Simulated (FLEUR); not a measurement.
The system is HPbNO4.

```
H Pb N O
1.0
     4.27531   -0.00040    0.00636
    -2.08399    5.20775   -0.04907
    -2.12377   -1.86574    4.91491
H Pb N O
1 1 1 4
Direct
  0.99073 0.03330 0.90994
  0.50274 0.81989 0.14287
  0.00838 0.47408 0.50265
  0.99816 0.92741 0.02877
  0.19467 0.73435 0.60852
  0.81673 0.35882 0.24556
  0.01381 0.33121 0.65217
```

The cell was built by a generator and needn't be a form met in nature.

Base run:

- Program: FLEUR MaX-R8.1 (later development tree)
- Functional: RPBE
- Potentials or basis: all-electron
- Basis: FLAPW
- Kmax: 6.3 1/bohr
- k mesh: 5 × 4 × 4
- Occupations: fermi-dirac, width 0.05 eV
- Spin: no spin polarisation

Its results: band gap on the k mesh 3.07 eV, indirect (least direct gap 3.27 eV).

Problem. The run is repeated on the same cell with these changes: functional from RPBE to PBEsol. What comes out?

Solution. Band gap on the k mesh 2.97 eV, indirect (least direct gap 3.19 eV).

Caveats: the plane-wave cutoff is short for the small spheres of the light atoms, so energies, forces and moduli aren't converged; spin-orbit coupling is left out, which as a rule narrows the gap of such compounds by several tenths of an eV; an odd mesh through Γ misses points on the zone boundary, where band edges often lie.

Not every run made on this cell is shown here.
